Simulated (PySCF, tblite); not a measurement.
# C₇H₁₁N+ (doublet): geometry, infrared bands and EPR parameters

Aim: predict the infrared bands and EPR parameters of C₇H₁₁N+ (doublet) (`C=CC(=C)C(=C)C[NH2+]`).

Computed with tblite 0.8.0 and PySCF 2.14.0, with density-fitted response routines of our own, on a single molecule in the gas phase. Atoms are numbered from 0 throughout.

**1. The starting structure**

19 atoms, charge 1, multiplicity 2; geometry from: force field or distance geometry start.

Bonds of the start (Å): C0–C1 1.30, C1–C2 1.42, C2–C3 1.38, C2–C4 1.44, C4–C5 1.31, C4–C6 1.52, C6–N7 1.44, C0–H8 1.06, C0–H9 1.12, C1–H10 1.13, C3–H11 1.05, C3–H12 1.08, C5–H13 1.09, C5–H14 1.06, C6–H15 1.10, C6–H16 1.10, N7–H17 1.05, N7–H18 1.05.

**2. Geometry optimisation with GFN2-xTB**

Job settings and geometry (Å):

```
{"job": {"kind": "relax", "xc": "GFN2-xTB", "basis": "xTB"}, "charge": 1, "multiplicity": 2}
C      1.376700     0.088200     2.618100
C      1.712200     0.071400     1.365400
C      0.966300    -0.000500     0.164500
C      1.725900     0.005100    -0.982200
C     -0.456800    -0.054800    -0.071500
C     -1.447400    -0.066100     0.783200
C     -0.881800    -0.101700    -1.530600
N     -2.323500    -0.159700    -1.518000
H      0.417300     0.066500     3.076800
H      2.204100     0.142600     3.364000
H      2.829900     0.101100     1.215000
H      1.294500    -0.050100    -1.941300
H      2.797900     0.041000    -0.880800
H     -2.459700    -0.112900     0.375400
H     -1.393900    -0.027600     1.843500
H     -0.522200     0.772800    -2.087400
H     -0.463100    -1.040700    -1.930900
H     -2.708100     0.816700    -1.421900
H     -2.678100    -0.482200    -2.449000
```

On the command line:

```
OMP_NUM_THREADS=1 python probes_run.py task.json out
```

The driver reads the jobs from task.json and runs them one after another.

**Question.** This job is followed by: GFN2-xTB harmonic vibrations, gas phase; UKS B3LYP, pcH-1 on C H N, non-relativistic, mean-field spin-orbit, GIAO. Predict these results of the whole session: strongest single infrared mode (GFN2-xTB); zero-point energy (GFN2-xTB); g(iso) (B3LYP); ⟨S²⟩; largest a(iso) (averaged by class).

The runs gave:

| quantity | value |
| --- | --- |
| strongest single infrared mode (GFN2-xTB) | 529 cm⁻¹, 390 km/mol |
| zero-point energy (GFN2-xTB) | 98.2 kcal/mol |
| g(iso) (B3LYP) | 2.00289 |
| ⟨S²⟩ | 0.763 (exact 0.75) |
| largest a(iso) (averaged by class) | 13C on C3, 30.7 MHz |

In words: The optimisation took 143 steps and gained 1.077 eV; among the close pairs (by a distance rule), C1–H10 changed most, from 1.128 to 1.083 Å. All 51 modes are real, so the xTB geometry is a minimum. The strongest single mode, at 529 cm⁻¹, has its largest shares on H18, H17 and N7 (the list is cut at 3 atoms). GFN2-xTB is a fitted tight-binding method: band positions and strengths are rough. Its intensities can rank the bands wrongly. The largest share of the spin, 0.44 e, sits on C3. The isotropic g lies 0.6 ppt above the free-electron value. These values are for one conformer; the search (at its own cheap level) found 1 more, at 0.10 kcal/mol, and measured spectra average over such forms.
